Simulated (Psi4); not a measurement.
# triplet [CrF3]+ at 3 levels

Wanted: a comparison of 3 runs (U-r2SCAN/def2-SVP, UBLYP/def2-SVP, UM06-L/def2-SVP) of triplet [CrF3]+. 

The results are computed with Psi4 1.11.

2 further runs of the same task are left out: 2 that didn't finish.

## (1) The molecule

The species is [CrF3]+ (4 atoms), meant as a triplet with charge +1. As SMILES of the parent species, `[F][Cr]([F])[F]`. The shape comes from GFN2-xTB, which is rough for such elements, and wasn't checked as a minimum. That shape belongs to the parent species and isn't relaxed for this state.

Bond lengths: Cr1–F2 1.710 Å, Cr1–F3 1.710 Å, Cr1–F4 1.710 Å. Angles: F2–Cr1–F3 120.0°, F2–Cr1–F4 120.0°, F3–Cr1–F4 120.0°.

## (2) Energy and gradient at U-r2SCAN/def2-SVP (run 1)

Input file crf3.dat:

```
memory 1.6 GB

molecule {
  1 3
  Cr
  F 1 R2
  F 1 R3 2 A3
  F 1 R4 3 A4 2 D4

  R2 = 1.710089
  R3 = 1.710033
  A3 = 119.98699
  R4 = 1.709939
  A4 = 120.01002
  D4 = -179.82665
  symmetry c1
}

set reference uks
set puream true
set e_convergence 1e-09
set d_convergence 1e-08
set scf_type pk
set dft_radial_points 99
set dft_spherical_points 590
set maxiter 200

e, wfn = gradient('r2scan/def2-SVP', return_wfn=True)
oeprop(wfn, 'MULLIKEN_CHARGES', 'QUADRUPOLE', 'LOWDIN_CHARGES')
```

Launch:

```console
$ psi4 crf3.dat crf3.out -n 1
```

crf3.out:

```text
[...]
  Running in c1 symmetry.
[...]
  Nuclear repulsion =  243.943513743531838
[...]
  Multiplicity = 3
[...]
  Nalpha       = 26
  Nbeta        = 24
[...]
    Number of basis functions: 73
[...]
   @UKS iter   1: -1341.96190379818677    7.71555e-01   2.67326e-02 DIIS/ADIIS
[...]
   @UKS iter  33: -1343.19383445319022   -1.13687e-12   2.99475e-09 DIIS
[...]
   @S^2 Observed:                2.055005012E+00
[...]
  @UKS Final Energy: -1343.19383445319022
   => Energetics <=
    Nuclear Repulsion Energy =            243.9435137435318381
    One-Electron Energy =               -2321.9512974378149011
    Two-Electron Energy =                 814.0993816665989016
    DFT Exchange-Correlation Energy =     -79.2854324255059453
    Empirical Dispersion Energy =           0.0000000000000000
    VV10 Nonlocal Energy =                  0.0000000000000000
    Total Energy =                      -1343.1938344531902203
[...]
  -Total Gradient:
     Atom            X                  Y                   Z
    ------   -----------------  -----------------  -----------------
       1       -0.000092593332    -0.000007581593    -0.011957224757
       2        0.000005501710    -0.000071721168     0.043740408725
       3       -0.000005784764     0.037139298292    -0.015851577504
       4        0.000099323141    -0.036936108995    -0.015722418981
[...]
```

It took 51 s on 1 thread of Intel Xeon Platinum 8488C (Sapphire Rapids), shared host; peak memory 1.1 GiB.

## (3) Energy and forces at UBLYP/def2-SVP (run 2)

Input file input.inp:

```
memory 1600 MB

molecule {
  1 3
  Cr
  F 1 R2
  F 1 R3 2 A3
  F 1 R4 3 A4 2 D4

  R2 = 1.710089
  R3 = 1.710033
  A3 = 119.98699
  R4 = 1.709939
  A4 = 120.01002
  D4 = -179.82665
  units angstrom
  symmetry c1
}

set {
  basis                def2-SVP
  reference            uks
  puream               true
  e_convergence        1e-09
  d_convergence        1e-08
  scf_type             pk
  dft_radial_points    99
  dft_spherical_points 590
  maxiter              200
}

energy_value, wavefunction = gradient('blyp', return_wfn=True)
oeprop(wavefunction, 'MAYER_INDICES', 'LOWDIN_CHARGES', 'QUADRUPOLE')
```

Launch:

```console
$ psi4 -n 1 input.inp input.out
```

input.out:

```text
[...]
  Running in c1 symmetry.
[...]
  Nuclear repulsion =  243.943513743531838
[...]
  Multiplicity = 3
[...]
  Nalpha       = 26
  Nbeta        = 24
[...]
    Number of basis functions: 73
[...]
   @UKS iter   1: -1341.14763547741336    1.85427e+00   3.66999e-02 ADIIS/DIIS
[...]
   @UKS iter  35: -1343.39269457707906   -1.59162e-12   2.44228e-09 DIIS
[...]
   @S^2 Observed:                2.027542573E+00
[...]
  @UKS Final Energy: -1343.39269457707906
   => Energetics <=
    Nuclear Repulsion Energy =            243.9435137435318381
    One-Electron Energy =               -2322.4019456020696452
    Two-Electron Energy =                 814.5403011852497457
    DFT Exchange-Correlation Energy =     -79.4745639037908518
    Empirical Dispersion Energy =           0.0000000000000000
    VV10 Nonlocal Energy =                  0.0000000000000000
    Total Energy =                      -1343.3926945770790553
[...]
  -Total Gradient:
     Atom            X                  Y                   Z
    ------   -----------------  -----------------  -----------------
       1       -0.000071287897    -0.014434664540     0.008341832756
       2       -0.000003952818     0.005472199841     0.025971422239
       3        0.000015125088     0.028678062351    -0.016564166481
       4        0.000069679940    -0.019628799779    -0.017715350236
[...]
```

Run time: 25 s. Hardware: 1 thread of Intel Xeon Platinum 8488C (Sapphire Rapids), shared host; peak memory 0.62 GiB.

## (4) Energy and forces at UM06-L/def2-SVP (run 3)

Input file input.json:

```json
{
  "schema_name": "qcschema_input",
  "schema_version": 1,
  "molecule": {
    "schema_name": "qcschema_molecule",
    "schema_version": 2,
    "symbols": ["Cr", "F", "F", "F"],
    "geometry": [-0.00018897, -0.00013228, 0.00211649, 3.23097814, -0.04884942, 0.02256333, -1.57274346, 2.82272171, -0.03136945, -1.6580457, -2.77374001, 0.00668963],
    "molecular_charge": 1,
    "molecular_multiplicity": 3,
    "fix_symmetry": "c1"
  },
  "driver": "gradient",
  "model": {
    "method": "m06-l",
    "basis": "def2-SVP"
  },
  "keywords": {
    "reference": "uks",
    "puream": true,
    "e_convergence": 1e-09,
    "d_convergence": 1e-08,
    "scf_type": "pk",
    "dft_radial_points": 99,
    "dft_spherical_points": 590,
    "maxiter": 200,
    "scf_properties": ["DIPOLE", "MAYER_INDICES", "LOWDIN_CHARGES"]
  }
}
```

Launch:

```console
$ psi4 --qcschema input.json -n 1 --memory 1600MB
```

stdout:

```text
[...]
                   'protocols': {'error_correction': {'default_policy': True, 'policies': None},
                                 'native_files': 'none',
[...]
  Running in c1 symmetry.
[...]
  Nuclear repulsion =  243.943519365514447
[...]
  Multiplicity = 3
[...]
  Nalpha       = 26
  Nbeta        = 24
[...]
    Number of basis functions: 73
[...]
   @UKS iter   1: -1342.16320239638480    6.22841e-01   2.50009e-02 DIIS/ADIIS
[...]
   @UKS iter  29: -1343.26056307523731    2.50111e-12   1.25668e-09 DIIS
[...]
   @S^2 Observed:                2.075919917E+00
[...]
  @UKS Final Energy: -1343.26056307523731
   => Energetics <=
    Nuclear Repulsion Energy =            243.9435193655144474
    One-Electron Energy =               -2321.8265533478879661
    Two-Electron Energy =                 813.9834633650598334
    DFT Exchange-Correlation Energy =     -79.3609924579236861
    Empirical Dispersion Energy =           0.0000000000000000
    VV10 Nonlocal Energy =                  0.0000000000000000
    Total Energy =                      -1343.2605630752373145
[...]
  -Total Gradient:
     Atom            X                  Y                   Z
    ------   -----------------  -----------------  -----------------
       1       -0.007307184977    -0.012125479190     0.000119810198
       2        0.037535558008     0.003948304130     0.000203732178
       3       -0.014196462421     0.034925257692    -0.000373249710
       4       -0.015925546776    -0.026551983441     0.000043328278
[...]
```

The result, in JSON:

```text
{
 "driver": "gradient",
 "model": {
  "method": "m06-l",
  "basis": "def2-SVP"
 },
 "success": true,
 "return_result": [-0.007307184976523712, -0.012125479189585368, 0.00011981019832153333, 0.037535558008310516, 0.0039483041302279575, 0.00020373217804778927, -0.014196462421013883, 0.034925257692260125, -0.00037324970994720885, -0.01592554677553891, -0.026551983441223587, 4.332827799073029e-05],
 "properties": {
  "calcinfo_nbasis": 73,
  "calcinfo_nmo": 73,
  "calcinfo_nalpha": 26,
  "calcinfo_nbeta": 24,
  "calcinfo_natom": 4,
  "nuclear_repulsion_energy": 243.94351936551445,
  "return_energy": -1343.2605630752373,
  "return_gradient": [-0.007307184976523712, -0.012125479189585368, 0.00011981019832153333, 0.037535558008310516, 0.0039483041302279575, 0.00020373217804778927, -0.014196462421013883, 0.034925257692260125, -0.00037324970994720885, -0.01592554677553891, -0.026551983441223587, 4.332827799073029e-05],
  "scf_one_electron_energy": -2321.826553347888,
  "scf_two_electron_energy": 813.9834633650598,
  "scf_xc_energy": -79.36099245792369,
  "scf_dipole_moment": [0.05644893478033278, 0.09455053665870033, 0.00318566496638223],
  "scf_total_energy": -1343.2605630752373,
  "scf_total_gradient": [-0.007307184976523712, -0.012125479189585368, 0.00011981019832153333, 0.037535558008310516, 0.0039483041302279575, 0.00020373217804778927, -0.014196462421013883, 0.034925257692260125, -0.00037324970994720885, -0.01592554677553891, -0.026551983441223587, 4.332827799073029e-05],
  "scf_iterations": 29
 }
}
```

Run time: 44 s. Hardware: 1 thread of Intel Xeon Platinum 8488C (Sapphire Rapids), shared host; peak memory 1.1 GiB.

## (5) All runs side by side

| run | level | energy (Eh) | HOMO energy (eV) | LUMO energy (eV) | ⟨S²⟩ | wall time |
| --- | --- | --- | --- | --- | --- | --- |
| 1 | U-r2SCAN/def2-SVP | -1343.193834 | -16.28 | -15.45 | 2.055 | 51 s |
| 2 | UBLYP/def2-SVP | -1343.392695 | -15.23 | -14.98 | 2.028 | 25 s |
| 3 | UM06-L/def2-SVP | -1343.260563 | -16.12 | -15.66 | 2.076 | 44 s |

## (6) Summary of results

```
                                 quantity           value
                      run 3: total energy  -1343.26056 Eh
run 3: HOMO energy (highest over α and β)       -16.12 eV
 run 3: LUMO energy (lowest over α and β)       -15.66 eV
                              run 3: ⟨S²⟩           2.076
          run 3: largest force on an atom      1.941 eV/Å
```

What this shows: Totals of different functionals can't be ranked against each other. All runs together took 2 min, the longest 51 s.
